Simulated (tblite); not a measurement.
# C6H10BF2Ga: the cost of one run

Computed with tblite 0.8.0 and PySCF 2.14.0, with density-fitted response routines of our own, on a single molecule in the gas phase. Atoms count from 0, in the outputs and in this text.

**1. Starting geometry**

20 atoms, charge 0, multiplicity 1; geometry from: force field or distance geometry start.

Bonds of the start (Å): F0–B1 1.45, B1–F2 1.47, B1–C3 1.57, C3–C4 1.32, C4–C5 1.48, C5–C6 1.50, C6–C7 1.51, C7–C8 1.50, C8–Ga9 2.00, C7–C3 1.51, C4–H10 1.09, C5–H11 1.11, C5–H12 1.08, C6–H13 1.11, C6–H14 1.12, C7–H15 1.11, C8–H16 1.10, C8–H17 1.10, Ga9–H18 1.70, Ga9–H19 1.70.

**2. Geometry optimisation with GFN2-xTB**

The job: settings as JSON, then the geometry in Å.

```
{"job": {"kind": "relax", "xc": "GFN2-xTB", "basis": "xTB"}, "charge": 0, "multiplicity": 1}
F     -3.562300    -0.707600    -1.364400
B     -2.359500    -1.189400    -0.722200
F     -2.489200    -2.411400     0.093500
C     -1.277100    -0.129500    -0.294400
C     -1.179700     1.139800    -0.634100
C     -0.002200     1.785000    -0.005400
C      0.267800     0.883600     1.161100
C     -0.147200    -0.473500     0.643200
C      0.972400    -1.239200     0.013700
Ga     2.049500    -0.533200    -1.521200
H     -1.896100     1.606900    -1.314900
H     -0.349600     2.757200     0.393000
H      0.844300     1.904300    -0.673400
H      1.353700     0.835200     1.401200
H     -0.381900     1.090100     2.048100
H     -0.602400    -1.092600     1.447700
H      0.722300    -2.289700    -0.212500
H      1.819700    -1.235400     0.722700
H      2.905400     0.930800    -1.439200
H      3.306800    -1.620700    -1.853800
```

Started as:

```sh
$ OMP_NUM_THREADS=1 python probes_run.py task.json out
```

One launch serves the whole session: the jobs run in the order shown.

Q: Estimate the wall time and peak memory of this first job on 1 thread of Arm Neoverse V1, shared host.

About 2.6 s, with a peak of 0.18 GiB.
